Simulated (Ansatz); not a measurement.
# Mn3Si: the cost of one run

Method: DFT, LDA, PAW with Ansatz's default frozen-core files, scalar-relativistic, in Ansatz 0.2.0.

### Step 1. Starting point

The structure is cubic, space group Fm-3m (No. 225). The conventional cell has a = 5.722 Å, b = 5.722 Å, c = 5.722 Å, α = 90.00°, β = 90.00°, γ = 90.00°. Around Mn (site symmetry m-3m) lie 8 Mn at 2.48 Å. Mn (site symmetry -43m) is surrounded by 4 Mn at 2.48 Å and 4 Si at 2.48 Å. Si (site symmetry m-3m) has 8 Mn at 2.48 Å as nearest neighbours.

Structure file:

```cif
data_structure
_symmetry_space_group_name_H-M 'P 1'
_symmetry_Int_Tables_number 1
_cell_length_a 4.0461
_cell_length_b 4.0461
_cell_length_c 4.0461
_cell_angle_alpha 60.000
_cell_angle_beta 60.000
_cell_angle_gamma 60.000
_cell_volume 46.84
loop_
_atom_site_label
_atom_site_type_symbol
_atom_site_fract_x
_atom_site_fract_y
_atom_site_fract_z
_atom_site_occupancy
Mn1 Mn 0.50000 0.50000 0.50000 1
Mn2 Mn 0.25000 0.25000 0.25000 1
Mn3 Mn 0.75000 0.75000 0.75000 1
Si1 Si 0.00000 0.00000 0.00000 1
```

Atoms are numbered in the order of the input: Mn1, Mn2, Mn3, Si4.

### Step 2. Free moments from the typed start, PAW

input.yaml

```yaml
crystal:
  lattice:
    - [0.0, 2.861, 2.861]
    - [2.861, 0.0, 2.861]
    - [2.861, 2.861, 0.0]
  atoms:
    - { symbol: Mn, position: [0.5, 0.5, 0.5], spin: 4.0 }
    - { symbol: Mn, position: [0.25, 0.25, 0.25], spin: 4.0 }
    - { symbol: Mn, position: [0.75, 0.75, 0.75], spin: 4.0 }
    - { symbol: Si, position: [0.0, 0.0, 0.0] }
magnetization:
  spin_polarized: true
kpoints:
  mp_grid: { grid: [10, 10, 10] }
scf:
  occupations: { method: fermi_dirac, width: 0.05 }
  lower_state_search: "off"
hamiltonian:
  xc: lda
  pseudopotentials: { kind: paw }
output:
  forces: true
  stress: true
  eigenvalues: true
  populations: true
  dos: { projected: true, de: 0.1, e_range: [-8, 5] }
  write_density: true
  write_potential: true
  elf: true
  volumetric_format: npy
```

Run with:

```bash
$ ansatz run input.yaml --threads 2 --pin off --max-ram 6144MiB --backend cpu --events-out ev --progress --plain --runs-dir out
```

**Question.** How long does this run take on 2 threads of Arm Neoverse V1, shared host, and how much memory does it need?

About 12 s, with a peak of 0.35 GiB.
